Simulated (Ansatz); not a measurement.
# Rh6N in Ansatz: reference runs

How does Rh6N come out in PBE? The cell is run as given.

Program: Ansatz 0.2.0. These are calculated values, not measurements. Logs are shortened: lines on timing, memory, paths and dates and some standing lists are left out, and cuts for length are marked.

## (1) The cell of the first run

The cell holds a slab with vacuum, 14 atoms: a = 5.378 Å, b = 5.378 Å, c = 23.404 Å, α = 90.00°, β = 90.00°, γ = 120.00°.

## (2) Single point, PBE

The input, input.yaml:

```yaml
crystal:
  lattice:
    - [5.3783955991, 0.0, 0.0]
    - [-2.6891977995, 4.6578272204, 0.0]
    - [0.0, 0.0, 23.4040416175]
  atoms:
    - { symbol: Rh, position: [0.3333333333, 0.1666666667, 0.341821303] }
    - { symbol: Rh, position: [0.3333333333, 0.6666666667, 0.341821303] }
    - { symbol: Rh, position: [0.8333333333, 0.1666666667, 0.341821303] }
    - { symbol: Rh, position: [0.8333333333, 0.6666666667, 0.341821303] }
    - { symbol: Rh, position: [0.6666666667, 0.3333333333, 0.4356393214] }
    - { symbol: Rh, position: [0.6666666667, 0.8333333333, 0.4356393214] }
    - { symbol: Rh, position: [0.1666666667, 0.3333333333, 0.4356393214] }
    - { symbol: Rh, position: [0.1666666667, 0.8333333333, 0.4356393214] }
    - { symbol: Rh, position: [0.0, 0.5, 0.5294573399] }
    - { symbol: Rh, position: [0.0, 0.0, 0.5294573399] }
    - { symbol: Rh, position: [0.5, 0.5, 0.5294573399] }
    - { symbol: Rh, position: [0.5, 0.0, 0.5294573399] }
    - { symbol: "N", position: [0.3319211864, 0.5042060996, 0.6701424427] }
    - { symbol: "N", position: [0.25, 0.5, 0.6268764112] }
hamiltonian:
  xc: pbe
  pseudopotentials: { kind: paw }
kpoints:
  mp_grid: { grid: [6, 6, 1] }
scf:
  occupations: { method: fermi_dirac, width: 0.05 }
output:
  forces: true
  eigenvalues: true
  write_density: true
  write_potential: true
  elf: true
  volumetric_format: npy
efield:
  axis: 3
  dipole_correction: true
  ramp_width: 0.04
```

Potentials or basis: Ansatz PAW.

Launch:

```console
$ ansatz run input.yaml --threads 4 --pin off --max-ram 11264MiB --backend cpu --events-out ev --progress --plain --runs-dir out
```

Standard output:

```text
Warning: RAYON_NUM_THREADS=4 ignored (pool sized by the plan → 4); use --threads N
Engine: ansatz 0.2.0, aarch64-unknown-linux-gnu
Pseudopotentials: kind: paw
Pseudopotential: Rh, paw, valence charge 17, recommended cutoff 420 eV (normal), Rh.paw.azcp
Pseudopotential: N, paw, valence charge 5, recommended cutoff 420 eV (normal), N.paw.azcp
Functional definition: PBE
  parameter kappa = 0.804
  parameter beta = 0.06672455060314922
  exchange = pbe_x(kappa = kappa, mu = beta*pi^2/3)
  correlation = pbe_c(beta = beta)
Crystal: 14 atoms, lattice volume = 586.310 Å³
Basis set: ecut = 420 eV, 11389 PW (Γ), exchange–correlation on 72×72×320 points (8 copies of the dense FFT grid, shifted against one another)
Bands: 129, of which v1, the nominal top of the filled ones, is band 107 counted from 1 (106 counted from 0)
Symmetry: 1 space group operations
Space group: P1 (ITA 1), of the structure as read, at distance tolerance 8.4e-5 Å
k-points: 20 of 36 (time reversal used)
Non-local potential: Rh, projectors of the file, l = 0: 3, l = 1: 2, l = 2: 2, l = 3: 1
Non-local potential: N, projectors of the file, l = 0: 2, l = 1: 2, l = 2: 1
PAW form: soft (Blöchl's): semilocal exchange-correlation on the pseudo side does not see the compensation charge
PAW one-centre angular grid: Rh, 590 points (default); XC on 64 Gauss nodes
PAW one-centre angular grid: N, 110 points (default); XC on 64 Gauss nodes
Initial density: superposition of atomic densities (neutral atoms: chi_scale 0, normalization atom), corrected by the library's trained network
Initial wavefunctions: pseudopotential atomic-orbital guess
Functional: x = pbe(κ = 0.804, μ = 0.2195149727645171), c = pbe(β = 0.06672455060314922)
SCF iter   1: F=—  HF=-77596.150126 eV  |F-HF|=—  |Δ(HF+E_count)|=         —  Δρ=7.72e-3  dr2=9.24e-1  ethr=1.77e-3  p=-0.094 e·Å  D=-2.90e-2 V/Å  ΔV_dip=0.68 eV  dr2_dipole=2.68e-1  V_vac-E_F(+/−)=5.57/4.89 eV  ⟨swp⟩=8.1  Hψ=11002  notcnv=0  defer=51
efield: sawtooth ramp at fractional position 0.9860 (placed from the atoms, in the widest stretch of the axis that holds none; the zero of the levels goes with the place), width 0.0400; the density the first Hamiltonian is built on has a dipole p = -0.094 e·Å; the dipole correction subtracts the counter field D = -2.90e-2 V/Å, which shifts the + side's vacuum level by +0.68 eV against the − side's; the planar-averaged density in the ramp window peaks in size at 2.1e-5 e/Å³
preconditioner: auto → LDOS  [metal: Δε(μ)=0.022 eV  Ē_g=5.741 eV  σ=0.050 eV  W_gap=0.11  n_scr=94 (ndim 8)  ℏωp=16.7 eV  f_vac=0.617  D(μ)=21.42/eV (n_scr^D=162)  β→1.0]
[... 23 lines left out ...]
  E_band       = -4956.263016
  E_kinetic    = 7119.201470
  E_local      = -334905.548082  (includes V_loc(G=0)·N_el)
  E_nonlocal   = 4363.820233
  E_hartree    = 162617.152849
  E_xc         = -2767.039844
  E_vxc        = -3473.268179  (∫ρ·V_xc dr)
  E_paw        = -43302.240108  (= ΣΔE_a)
  E_vpaw       = -3299.005805  (= ΣTr[D̂ρ^β])
  E_aug_tail   = 0.010429  (compensation charges beyond the density's cutoff)
  E_efield     = 0.000317  (sawtooth field / dipole correction)
  E_vefield    = 4.231337  (∫n·V_field dr)
  E_ewald      = 129278.772236
  E_smearing   = -0.191087  (= −TS)
  E_closure    = -0.000000  (closes the sum)
  Σ components = -77596.061587   (vs F -77596.061587, Δ=0.00e0)
--- Forces (eV/Å), atoms counted from 1 ---
  atom   1  Rh     0.06106429     0.03033816     0.25888498
  atom   2  Rh    -0.00896811    -0.01865371     0.30265881
  atom   3  Rh    -0.03848704     0.03236062     0.26743772
  atom   4  Rh    -0.00599182    -0.02679859     0.30459624
  atom   5  Rh     0.01891575     0.04128527     0.14663938
  atom   6  Rh     0.01355915     0.02466909    -0.03820663
  atom   7  Rh     0.03154306    -0.06017168    -0.15445347
  atom   8  Rh    -0.01923339     0.04365752    -0.04978594
  atom   9  Rh    -0.01510942    -0.01960581    -0.13492419
  atom  10  Rh    -0.00402968    -0.14957644    -0.47932203
  atom  11  Rh     0.07601205     0.02537951    -0.26532070
  atom  12  Rh     0.01205350     0.09012799    -0.42772937
  atom  13  N      0.53375250     0.03009775     1.37583001
  atom  14  N     -0.65506835    -0.04310924    -1.10633358
  max |Σ_I F_I| component: 2.88e-5 eV/Å
--- Band table (eV; the first three rows and the last of 20) ---
  k-point 0: bands = ["-75.7626", "-75.6923", "-75.6604", "-75.6558", "-75.2598", "-75.2563", "-75.1919", "-75.1912", "-75.1820", "-75.1697", "-75.1550", "-75.1386", "-43.9066", "-43.8974", "-43.8854", "-43.7534", "-43.6792", "-43.6535", "-43.6473", "-43.4678", "-43.4621", "-43.4444", "-43.4384", "-43.4355", "-43.4324", "-43.3532", "-43.3448", "-43.3419", "-43.3175", "-43.3147", "-43.0664", "-43.0286", "-43.0199", "-43.0158", "-43.0129", "-43.0066", "-42.9949", "-42.9826", "-42.9771", "-42.9720", "-42.9439", "-42.9399", "-42.9186", "-42.9050", "-42.8801", "-42.8789", "-42.8720", "-42.8665", "-20.5992", "-6.4200", "-4.1509", "-4.0596", "-3.9377", "-3.1737", "-2.6465", "-2.6422", "-2.6360", "-2.5777", "-2.4027", "-2.3342", "-2.3296", "-2.2904", "-2.0773", "-2.0749", "-2.0384", "-1.7502", "-1.7452", "-1.7270", "-0.5751", "-0.5703", "-0.4985", "-0.0962", "-0.0940", "-0.0738", "0.1122", "0.2030", "0.2034", "0.5685", "0.5699", "0.6408", "0.6467", "0.6532", "0.7002", "0.8173", "0.8186", "1.4114", "1.4460", "1.4585", "2.1903", "2.1945", "2.2104", "2.2408", "2.2441", "2.3189", "2.3415", "2.3694", "2.8593", "2.8650", "3.1303", "3.3188", "3.3943", "3.3984", "3.4056", "3.4097", "3.4593", "3.5481", "3.5492", "3.7846", "3.7858", "3.7968", "4.1873", "4.1921", "4.1967", "4.2375", "4.2399", "4.2439", "4.5174", "4.9676", "5.0863", "5.2645", "5.6724", "5.8670", "7.0467", "7.1158", "7.1723", "7.1767", "7.2171", "7.4048", "7.5230"]
  k-point 1: bands = ["-75.7587", "-75.6932", "-75.6615", "-75.6578", "-75.2563", "-75.2519", "-75.1923", "-75.1904", "-75.1858", "-75.1702", "-75.1588", "-75.1387", "-43.8852", "-43.8704", "-43.8557", "-43.7456", "-43.6741", "-43.6462", "-43.6411", "-43.4883", "-43.4794", "-43.4462", "-43.4139", "-43.4118", "-43.4006", "-43.3591", "-43.3381", "-43.3334", "-43.3257", "-43.3248", "-43.0594", "-43.0501", "-43.0363", "-43.0294", "-43.0151", "-43.0038", "-43.0010", "-42.9889", "-42.9753", "-42.9702", "-42.9477", "-42.9406", "-42.9240", "-42.9139", "-42.9075", "-42.9038", "-42.8878", "-42.8751", "-20.5990", "-6.4141", "-4.1392", "-4.0704", "-3.7212", "-3.1330", "-2.5411", "-2.4509", "-2.4386", "-2.3762", "-2.2335", "-2.1931", "-2.1877", "-2.1341", "-1.9932", "-1.9443", "-1.9196", "-1.6150", "-1.5285", "-1.5249", "-0.5567", "-0.5032", "-0.4785", "-0.0134", "-0.0056", "0.0012", "0.0372", "0.1083", "0.2441", "0.3761", "0.4961", "0.5040", "0.6947", "0.7073", "0.7347", "0.8080", "0.9975", "1.2600", "1.2833", "1.3169", "1.9398", "1.9468", "2.0464", "2.1305", "2.1593", "2.2070", "2.2385", "2.2622", "2.3816", "2.8598", "2.8835", "3.0566", "3.0833", "3.1701", "3.1998", "3.2234", "3.3143", "3.3535", "3.3896", "3.5519", "3.5806", "3.6108", "3.6251", "3.9263", "3.9319", "3.9388", "3.9574", "3.9803", "4.1825", "5.1315", "5.3858", "5.4920", "5.8392", "5.8727", "6.0511", "6.8562", "7.0009", "7.6708", "7.8296", "8.2052", "8.3230"]
  k-point 2: bands = ["-75.7494", "-75.6961", "-75.6667", "-75.6590", "-75.2492", "-75.2398", "-75.1994", "-75.1907", "-75.1876", "-75.1709", "-75.1684", "-75.1388", "-43.8365", "-43.8150", "-43.7585", "-43.7265", "-43.6675", "-43.6332", "-43.6310", "-43.5464", "-43.5298", "-43.4683", "-43.4244", "-43.3637", "-43.3632", "-43.3513", "-43.3048", "-43.3031", "-43.2970", "-43.2602", "-43.1050", "-43.0878", "-43.0783", "-43.0546", "-43.0406", "-43.0207", "-43.0155", "-42.9954", "-42.9812", "-42.9778", "-42.9696", "-42.9634", "-42.9481", "-42.9406", "-42.9201", "-42.9115", "-42.9059", "-42.8982", "-20.5988", "-6.4031", "-4.1344", "-4.0885", "-3.2391", "-2.9535", "-2.3199", "-1.9959", "-1.9872", "-1.9652", "-1.9083", "-1.7831", "-1.7718", "-1.7403", "-1.6291", "-1.6004", "-1.5768", "-1.3070", "-0.9650", "-0.9625", "-0.5566", "-0.5327", "-0.4599", "-0.2853", "-0.2418", "0.1133", "0.1276", "0.1393", "0.1552", "0.3097", "0.3191", "0.5931", "0.7655", "0.8014", "0.8215", "0.8314", "0.8486", "0.8636", "1.0092", "1.4635", "1.4919", "1.5174", "1.5312", "1.6420", "1.8045", "1.8069", "1.8964", "1.9216", "1.9921", "2.0956", "2.1356", "2.1363", "2.5816", "2.5998", "2.7056", "2.8107", "2.8251", "2.8564", "2.8737", "2.9603", "3.1386", "3.2386", "3.3743", "3.4383", "3.5722", "3.6535", "3.8443", "3.8498", "3.8792", "4.8837", "5.5084", "5.7030", "6.3344", "6.3842", "6.7040", "6.9374", "7.2253", "7.5218", "8.3183", "8.9543", "9.0200"]
  k-point 19: bands = ["-75.7442", "-75.6948", "-75.6765", "-75.6558", "-75.2430", "-75.2229", "-75.2203", "-75.1986", "-75.1822", "-75.1755", "-75.1520", "-75.1503", "-43.8056", "-43.7769", "-43.7149", "-43.6625", "-43.6415", "-43.6373", "-43.6187", "-43.6014", "-43.5799", "-43.5600", "-43.4014", "-43.3762", "-43.3348", "-43.3304", "-43.2829", "-43.2731", "-43.1782", "-43.1613", "-43.1518", "-43.1360", "-43.1158", "-43.1147", "-43.1042", "-43.0954", "-43.0304", "-42.9959", "-42.9785", "-42.9599", "-42.9535", "-42.9486", "-42.9459", "-42.9422", "-42.9383", "-42.9330", "-42.9183", "-42.9086", "-20.5987", "-6.3954", "-4.1607", "-4.0711", "-3.1141", "-2.4199", "-2.4000", "-1.7843", "-1.7754", "-1.7360", "-1.7217", "-1.4689", "-1.4618", "-1.3514", "-1.3345", "-1.2410", "-1.2316", "-0.9331", "-0.9169", "-0.8160", "-0.8083", "-0.4219", "-0.4035", "-0.3112", "-0.2999", "-0.2071", "-0.2019", "0.1626", "0.1814", "0.5645", "0.5873", "0.5991", "0.6247", "0.7514", "0.7679", "0.9631", "0.9779", "0.9856", "1.0026", "1.0191", "1.0471", "1.0715", "1.0802", "1.1000", "1.3093", "1.6029", "1.6175", "1.7790", "1.8544", "1.8751", "1.9466", "2.1375", "2.1570", "2.2743", "2.2853", "2.4029", "2.4158", "2.6965", "2.7437", "2.8252", "2.8319", "3.0405", "3.2900", "3.4075", "3.5315", "3.5886", "3.6053", "3.8503", "3.8825", "5.2120", "5.5630", "5.9458", "6.1960", "6.5205", "6.5279", "7.3660", "7.4534", "8.0356", "8.3109", "9.1818", "9.2402"]
```

Run time: 54 s. Hardware: 4 threads of Arm Neoverse V1, shared host; peak memory 2.2 GiB.

What came out:

```
Free energy                     : -77596.0616 eV
Largest force                   : 1.476 eV/Å
Band gap on the k mesh          : none (metal or under the smearing width)
Work function of the upper face : 4.78 eV
Work function of the lower face : 5.11 eV
Dipole across the slab          : 0.045 e·Å
```

Forces in eV/Å, atoms in the order of the input:
```
Rh   0.061  0.030  0.259
Rh  -0.009 -0.019  0.303
Rh  -0.038  0.032  0.267
Rh  -0.006 -0.027  0.305
Rh   0.019  0.041  0.147
Rh   0.014  0.025 -0.038
Rh   0.032 -0.060 -0.154
Rh  -0.019  0.044 -0.050
Rh  -0.015 -0.020 -0.135
Rh  -0.004 -0.150 -0.479
Rh   0.076  0.025 -0.265
Rh   0.012  0.090 -0.428
N    0.534  0.030  1.376
N   -0.655 -0.043 -1.106
```
